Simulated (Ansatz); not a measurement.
**C2H6FSi radical: basis-set convergence**

How large a basis does C2H6FSi radical need? Two functionals are run in growing sets.

The runs use Ansatz 0.2.0, Gaussian basis; one geometry, several basis sets.

The runs, in order: PBE0-D4/def2-SVP; ωB97M-V/def2-SVP; PBE0-D4/def2-QZVPP; ωB97M-V/def2-QZVPP; the functionals' def2-TZVPP values are taken from earlier runs.

## Step 1: The relaxed structure

All runs share one geometry, relaxed beforehand with PBE0-D4 in a triple-zeta def2 set.

SMILES `[CH2][SiH](C)F`, 10 atoms, charge 0, spin multiplicity 2.

Atoms are counted from 1 here; the program's logs count them from 0.

Bond lengths: C1–Si2 1.834 Å, C1–H5 1.086 Å, C1–H6 1.086 Å, Si2–C3 1.856 Å, Si2–F4 1.607 Å, Si2–H7 1.489 Å, C3–H8 1.092 Å, C3–H9 1.094 Å, C3–H10 1.092 Å. Angles: Si2–C1–H5 122.7°, Si2–C1–H6 122.6°, H5–C1–H6 114.6°, C1–Si2–C3 112.1°, C1–Si2–F4 108.2°, C1–Si2–H7 110.8°, C3–Si2–F4 109.3°, C3–Si2–H7 110.4°, F4–Si2–H7 105.8°, Si2–C3–H8 111.2°, Si2–C3–H9 110.2°, Si2–C3–H10 110.8°, H8–C3–H9 108.2°, H8–C3–H10 108.4°, H9–C3–H10 108.0°.

## Step 2: PBE0-D4 in def2-SVP

in.yaml

```yaml
crystal:
  periodic: [false, false, false]
  atoms:
    - {symbol: C, position_ang: [-1.099575, 1.283330, -0.238520]}
    - {symbol: Si, position_ang: [-0.130732, -0.223676, -0.630291]}
    - {symbol: C, position_ang: [0.977251, -0.727084, 0.770802]}
    - {symbol: F, position_ang: [-1.162211, -1.414596, -0.944404]}
    - {symbol: H, position_ang: [-0.725587, 2.069673, 0.410481]}
    - {symbol: H, position_ang: [-2.075990, 1.479774, -0.671080]}
    - {symbol: H, position_ang: [0.663064, -0.034325, -1.876036]}
    - {symbol: H, position_ang: [0.402556, -0.917423, 1.680008]}
    - {symbol: H, position_ang: [1.700217, 0.065475, 0.983767]}
    - {symbol: H, position_ang: [1.534106, -1.632250, 0.518171]}
basis:
  gaussian: {orbitals: def2-SVP}
magnetization: {spin_polarized: true, initial_magnetization: 1}
hamiltonian: {xc: pbe0, dispersion: d4}
output: {orbitals: {seedname: orbitals}}
```

The runs that follow: ωB97M-V in def2-SVP; PBE0-D4 in def2-QZVPP; ωB97M-V in def2-QZVPP.

Q: Predict the results of all the runs planned. Wanted: PBE0-D4: double and triple zeta above quadruple; ωB97M-V: double and triple zeta above quadruple.

As calculated:

| quantity | value |
| --- | --- |
| PBE0-D4: double and triple zeta above quadruple | 9.37, 0.56 eV |
| ωB97M-V: double and triple zeta above quadruple | 9.58, 0.52 eV |

**Reading.** For PBE0-D4 the step from double to triple zeta gains 8.81 eV and the next only 0.56 eV. Total energies overstate the basis error of differences, where much of it tends to cancel.
